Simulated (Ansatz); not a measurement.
Task: relaxations under a series of pressures of TlS, space group Pm-3m, with the Ansatz DFT code, driven from Python. Give the script and its output. Use (first run): LDA, PAW, cutoff 470 eV, 8×8×8 k-points, cold smearing of 0.1 eV.

```xyz
2
Lattice="3.5956 0.0000 0.0000 0.0000 3.5956 0.0000 0.0000 0.0000 3.5956" Properties=species:S:1:pos:R:3 pbc="T T T"
Tl    1.7978    1.7978    1.7978
S     0.0000    0.0000    0.0000
```

`compress_tls.py`
```python
"""Volume and enthalpy of TlS against pressure."""

import warnings

import ansatz as az
import numpy as np

def edges_and_angles(cell):
    cell = np.asarray(cell)
    a, b, c = np.linalg.norm(cell, axis=1)
    cosines = cell[1] @ cell[2] / (b * c), cell[0] @ cell[2] / (a * c), cell[0] @ cell[1] / (a * b)
    return (a, b, c, *np.degrees(np.arccos(cosines)))

warnings.simplefilter("ignore", az.DeckWarning)

system = (
    az.Lattice.from_parameters(3.595635, 3.595635, 3.595635, alpha=90.0, beta=90.0, gamma=90.0)
    .atom("Tl", (0.5, 0.5, 0.5))
    .atom("S", (0.0, 0.0, 0.0))
)

calc = (
    system.calculation()
    .functional("lda")
    .basis(470)
    .kpoints(8)
    .occupations("cold")
    .scf(tolerance=1e-09, max_iterations=80)
)

# H = F + PV, with 1 GPa A^3 = 1/160.21766 eV
rows = []
for pressure in [0, 5, 10, 20]:
    result = calc.relax(cell=True, pressure=pressure, force_tolerance=0.001, max_steps=60).run(threads=1)
    cell = result.lattice.cell_ang
    n_atoms = len(result.lattice.sites)
    volume = abs(np.linalg.det(cell)) / n_atoms
    enthalpy = result.report["free_energy_ev"] / n_atoms + pressure * volume / 160.21766
    rows.append((pressure, volume, enthalpy, *edges_and_angles(cell)))
    print(f"{pressure} GPa done: {volume:.4f} A^3/atom")

print(" P (GPa)  V (A^3/atom)  H (eV/atom)     a       b       c")
for row in rows:
    print("{:8.1f} {:12.4f} {:14.5f} {:7.4f} {:7.4f} {:7.4f}".format(*row[:6]))
p, v = np.array([row[0] for row in rows], float), np.array([row[1] for row in rows])
print("mean bulk modulus between rows (GPa):", np.round(-np.diff(p) / np.diff(np.log(v)), 1))
```

```console
$ python compress_tls.py
0 GPa done: 21.0401 A^3/atom
5 GPa done: 19.7123 A^3/atom
10 GPa done: 18.7650 A^3/atom
20 GPa done: 17.4228 A^3/atom
 P (GPa)  V (A^3/atom)  H (eV/atom)     a       b       c
     0.0      21.0401    -6008.06990  3.4782  3.4782  3.4782
     5.0      19.7123    -6007.43553  3.4035  3.4035  3.4035
    10.0      18.7650    -6006.83592  3.3481  3.3481  3.3481
    20.0      17.4228    -6005.70917  3.2663  3.2663  3.2663
mean bulk modulus between rows (GPa): [ 76.7 101.5 134.7]
```

The volume falls from 21.04 Å³ an atom at 0 GPa to 17.42 at 20 GPa, by 17.2 %. Between 0 and 5 GPa, -V dP/dV is about 77 GPa, a mean over that step.

Reading the output:
- The settings weren't tested for convergence.
- At a fixed pressure a relaxation lowers the enthalpy F + PV, while F alone can rise.
- For a metal this k-point mesh is coarse: on a finer one energies can move by several to tens of meV an atom and pressures by half a GPa or more, differences at one mesh by less.
- The program warned that this SCF threshold is loose for forces or stresses.
- Spin-orbit coupling, which matters for elements this heavy, is left out.
- This cell is a computed structure, which may not be the phase found in nature.
- Symmetry holds the cell in this phase, whether or not it is the stable one at each pressure.
- The script silences the warnings on its input, which a real study should read.
- Run time: 29 s on 1 thread of Arm Neoverse V1, with other jobs on the host, peak memory 0.39 GiB.
